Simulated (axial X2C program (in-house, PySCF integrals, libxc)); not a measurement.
# SCoS²⁺: bond lengths and stretches, held linear

One table from this session's results is given with a row withheld; the runs are named, their logs left out.

The runs use an in-house X2C program for linear molecules on PySCF integrals; all-electron X2C, two-component (2c) or spin-free, S dyall-av3z, Co dyall-v3z.

All values are calculated.

2 further runs of the same task are left out: 2 set aside as unsound or not needed.

The first run:

File task.json:

```json
{"zs": [16, 27, 16], "q": 2, "bas": ["dyall-av3z", "dyall-v3z", "dyall-av3z"], "r0": [1.97, 1.97], "symm": 1, "scan": ["PBE0", "HF", "B3LYP"], "levels": ["PBE0", "HF", "BHandHLYP"], "nst": 2}
```

Keys: zs atomic numbers; q charge; bas basis sets; r0 starting distance in Å; symm equal bonds; scan levels of the two-bond scan; levels methods; nst determinants followed.

The run is started by

```sh
$ python solin.py task.json out
```

Masses S 31.972, Co 58.933, S 31.972 u.

Steps of the session up to this table: Scan at PBE0, 2c; Scan at B3LYP, 2c; Scan at PBE0, spin-free.

One of the session's tables, all rows but one given; the rest of the session is left out.

```
           level  r(S–Co) (Å)  r(Co–S) (Å)  lower stretch (cm⁻¹)  upper stretch (cm⁻¹)
        PBE0, 2c        2.394        2.394                 241.7                 330.3
       B3LYP, 2c            ?            ?                     ?                     ?
 PBE0, spin-free        2.393        2.393                 241.9                 330.6
B3LYP, spin-free        2.415        2.415                 232.1                 311.6
```

Q: Estimate the row for B3LYP, 2c from the others.

The run gave: r(S–Co) (Å): 2.416; r(Co–S) (Å): 2.416; lower stretch (cm⁻¹): 231.9; upper stretch (cm⁻¹): 311.4. In the column «r(S–Co) (Å)» it is the highest.

Scans not shown above were run alike.

To keep in mind: A multiply charged ion may be only metastable. The molecule was held linear; bending was not examined, so a bent shape may lie lower. Note: functional without a current term on a determinant with orbital currents, of the molecule or an atom.
